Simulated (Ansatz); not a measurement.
# Be3SnAu: the cost of one run

Method: DFT PBE, scalar-relativistic, plane waves, PAW, in Ansatz 0.2.0.

1 further run of the same task is left out (it didn't finish).

## 1. Starting point

It takes space group Pm-3m (No. 221, cubic). The conventional cell has a = 3.857 Å, b = 3.857 Å, c = 3.857 Å, α = 90.00°, β = 90.00°, γ = 90.00°. Be (site symmetry 4/mmm) is surrounded by 2 Sn at 1.93 Å. Around Sn (site symmetry m-3m) lie 6 Be at 1.93 Å. Au (site symmetry m-3m) is surrounded by 12 Be at 2.73 Å.

As a file:

```cif
data_structure
_symmetry_space_group_name_H-M 'P 1'
_symmetry_Int_Tables_number 1
_cell_length_a 3.8565
_cell_length_b 3.8565
_cell_length_c 3.8565
_cell_angle_alpha 90.000
_cell_angle_beta 90.000
_cell_angle_gamma 90.000
_cell_volume 57.36
loop_
_atom_site_label
_atom_site_type_symbol
_atom_site_fract_x
_atom_site_fract_y
_atom_site_fract_z
_atom_site_occupancy
Be1 Be 0.50000 0.00000 0.00000 1
Be2 Be 0.00000 0.50000 0.00000 1
Be3 Be 0.00000 0.00000 0.50000 1
Sn1 Sn 0.00000 0.00000 0.00000 1
Au1 Au 0.50000 0.50000 0.50000 1
```

A structure generator made this guess: species swapped into a database cell of BaTiO3 (Pm-3m, No. 221), with Au on the Ba sites, Sn on the Ti sites and Be on the O sites. Lengths come from tabulated atomic sizes and are only a guess.

## 2. Probe: one point on a coarse mesh

input.yaml

```yaml
crystal:
  lattice:
    - [3.85653226, 0.0, 0.0]
    - [0.0, 3.85653226, 0.0]
    - [0.0, 0.0, 3.85653226]
  atoms:
    - { symbol: Be, position: [0.5, 0.0, 0.0] }
    - { symbol: Be, position: [0.0, 0.5, 0.0] }
    - { symbol: Be, position: [0.0, 0.0, 0.5] }
    - { symbol: Sn, position: [0.0, 0.0, 0.0] }
    - { symbol: Au, position: [0.5, 0.5, 0.5] }
basis:
  ecutwfc: 420
kpoints:
  mp_grid: { grid: [4, 4, 4] }
hamiltonian:
  xc: pbe
scf:
  occupations: { method: gaussian, width: 0.1 }
  lower_state_search: "off"
output:
  forces: true
  stress: true
  eigenvalues: true
```

Launch:

```sh
> ansatz run input.yaml --threads 1 --pin off --max-ram 2048MiB --backend cpu --events-out ev --progress --plain --runs-dir out
```

What time and memory should one allow on 1 thread of Arm Neoverse V1, shared host?

About 1.5 s, with a peak of 0.3 GiB.
